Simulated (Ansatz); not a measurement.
# LaLuAs2: a single-point run

The task is a single-point run on LaLuAs2. The structure is shown as the input types it. The cell is built on a prototype (ordering on rocksalt) and needn't be the phase found in nature.

Computed with Ansatz 0.2.0 (density functional or hybrid calculation with the settings of its input, plane waves (as first typed), unless a step's input says otherwise).

2 further runs of the same task are left out: 1 for a known fault of the program, 1 that didn't finish.

### 1 The starting structure

Symmetry: P4/mmm, No. 123, tetragonal system. The conventional cell has a = 4.223 Å, b = 4.223 Å, c = 5.952 Å, α = 90.00°, β = 90.00°, γ = 90.00°. La (site symmetry 4/mmm) has 6 As at 2.98 to 2.99 Å as nearest neighbours. As (site symmetry 4/mmm) has 2 La at 2.98 Å and 4 Lu at 2.99 Å as nearest neighbours. Lu (site symmetry 4/mmm) has 6 As at 2.98 to 2.99 Å as nearest neighbours. As (site symmetry 4/mmm) has 2 Lu at 2.98 Å and 4 La at 2.99 Å as nearest neighbours.

Coordinates:

```
La As Lu
1.0
     4.22326    0.00000    0.00000
     0.00000    4.22326    0.00000
     0.00000    0.00000    5.95210
La As Lu
1 2 1
Direct
  0.00000 0.00000 0.00000
  0.00000 0.00000 0.50000
  0.50000 0.50000 0.00000
  0.50000 0.50000 0.50000
```

### 2 The calculation

Input file input.yaml:

```yaml
crystal:
  lattice:
    - [4.2232600509, 0.0, 0.0]
    - [0.0, 4.2232600509, 0.0]
    - [0.0, 0.0, 5.9521047204]
  atoms:
    - { symbol: La, position: [0.0, 0.0, 0.0] }
    - { symbol: As, position: [0.0, 0.0, 0.5] }
    - { symbol: Lu, position: [0.5, 0.5, 0.5] }
    - { symbol: As, position: [0.5, 0.5, 0.0] }
kpoints:
  mp_grid: { grid: [4, 4, 4] }
hamiltonian:
  xc: pbesol
scf:
  occupations: { method: fermi_dirac, width: 0.02 }
  n_extra_bands: 5
  convergence: { dr2_threshold: 0.01 }
  max_iter: 80
output:
  forces: true
  stress: true
  eigenvalues: true
```

On the command line:

```console
$ ansatz run input.yaml --threads 4 --pin off --max-ram 3686MiB --backend cpu --events-out ev --progress --plain --runs-dir out
```

Q: Will this input give a usable result? If not, why, and what should change?

The run converged and reported no error, with warnings (force scf threshold loose, stress scf threshold loose). Its log warns: «scf.convergence.dr2_threshold = 1e-2 eV is looser than this run's default, which is 1e-7 eV or tighter. The error in the forces grows as the threshold's square root ...»

In the input, scf.convergence.dr2_threshold is 0.01. The threshold is looser than the default, so the loop may stop short of self-consistency.

Run again and compare: delete scf.convergence.dr2_threshold (the default then holds).
